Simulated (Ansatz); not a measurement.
## two structures of Pb: a comparison of enthalpies under pressure, step by step

Program: the Ansatz DFT code, driven from Python.

The cells in order, each with its output:

**Cell 1**
```python
import warnings

import ansatz as az
import numpy as np

config = {
    "functional": "pbesol",
    "kspacing": 0.15,
    "occupations": "cold",
    "sigma": 0.05,
}
```

**Cell 2**
```python
PHASES = {
    "Im-3m": (
        [(-1.97966, 1.97966, 1.97966), (1.97966, -1.97966, 1.97966), (1.97966, 1.97966, -1.97966)],
        [
            ("Pb", (0.0, 0.0, 0.0)),
        ],
    ),
    "Fm-3m": (
        [(0.0, 2.47502, 2.47502), (2.47502, 0.0, 2.47502), (2.47502, 2.47502, 0.0)],
        [
            ("Pb", (0.0, 0.0, 0.0)),
        ],
    ),
}
```

**Cell 3**
```python
def build(vectors, sites):
    crystal = az.Crystal(lattice=az.Lattice.of(vectors))
    for symbol, position in sites:
        crystal = crystal.atom(symbol, position)
    return crystal
```

**Cell 4**
```python
def ground_state(name, crystal, pressure=0.0):
    calc = (
        crystal.calculation()
        .functional(config["functional"])
        .basis(21 * az.Ha)
        .kpoints(spacing=config["kspacing"])
        .occupations(config["occupations"], width=config["sigma"])
    )
    calc = calc.relax(force_tolerance=0.02, max_steps=60, cell=True, pressure=pressure)
    return calc.run()
```

**Cell 5**
```python
def volume_per_atom(outcome):
    return abs(np.linalg.det(outcome.lattice.cell_ang)) / len(outcome.lattice.sites)

warnings.simplefilter("ignore", az.DeckWarning)

phases = {name: build(*cell) for name, cell in PHASES.items()}

# H = E + PV, with 1 eV per cubic angstrom equal to 160.2 GPa
pressures = [0, 20, 40, 60]
enthalpy, volume = {name: [] for name in phases}, {name: [] for name in phases}
for p in pressures:
    for name, crystal in phases.items():
        o = ground_state(name, crystal, pressure=p)
        volume[name].append(volume_per_atom(o))
        enthalpy[name].append(o.report["energy_sigma0_ev"] / len(o.lattice.sites) + p * volume[name][-1] / 160.21766)
gap = np.array(enthalpy["Fm-3m"]) - np.array(enthalpy["Im-3m"])
rows = [(p, va, vb, 1000 * d) for p, va, vb, d in zip(pressures, volume["Im-3m"], volume["Fm-3m"], gap)]
print("   P (GPa)  V Im-3m (A^3/atom)  V Fm-3m (A^3/atom)  H(Fm-3m) - H(Im-3m) (meV/atom)")
for row in rows:
    print(f"{row[0]:10d}  {row[1]:18.3f}  {row[2]:18.3f}  {row[3]:+30.1f}")
crossings = [p0 - g0 * (p1 - p0) / (g1 - g0) for p0, p1, g0, g1 in zip(pressures, pressures[1:], gap, gap[1:]) if g0 * g1 < 0]
print("crossing near", [round(float(p), 1) for p in crossings], "GPa") if crossings else print("no crossing in this range")
```
Output:
```text
   P (GPa)  V Im-3m (A^3/atom)  V Fm-3m (A^3/atom)  H(Fm-3m) - H(Im-3m) (meV/atom)
         0              29.911              29.918                           -44.6
        20              23.549              23.694                           -28.6
        40              20.924              21.080                            -7.9
        60              19.275              19.438                           +11.4
crossing near [48.2] GPa
```

What to keep in mind:
- At a fixed pressure a relaxation lowers the enthalpy F + PV, while F alone can rise.
- Spin-orbit coupling, which matters for elements this heavy, is left out.
- The cells come from databases of deposited and of computed structures, and not all need be stable phases.
- Only these two structures are compared, at zero temperature and with their symmetry kept; either may be hypothetical, and another phase may be lower than both. Differences under 10 to 15 meV an atom lie within the error of mesh and functional.
- It ran for 2.4 min on 1 thread of Arm Neoverse V1, on a shared host, peak memory 0.46 GiB.
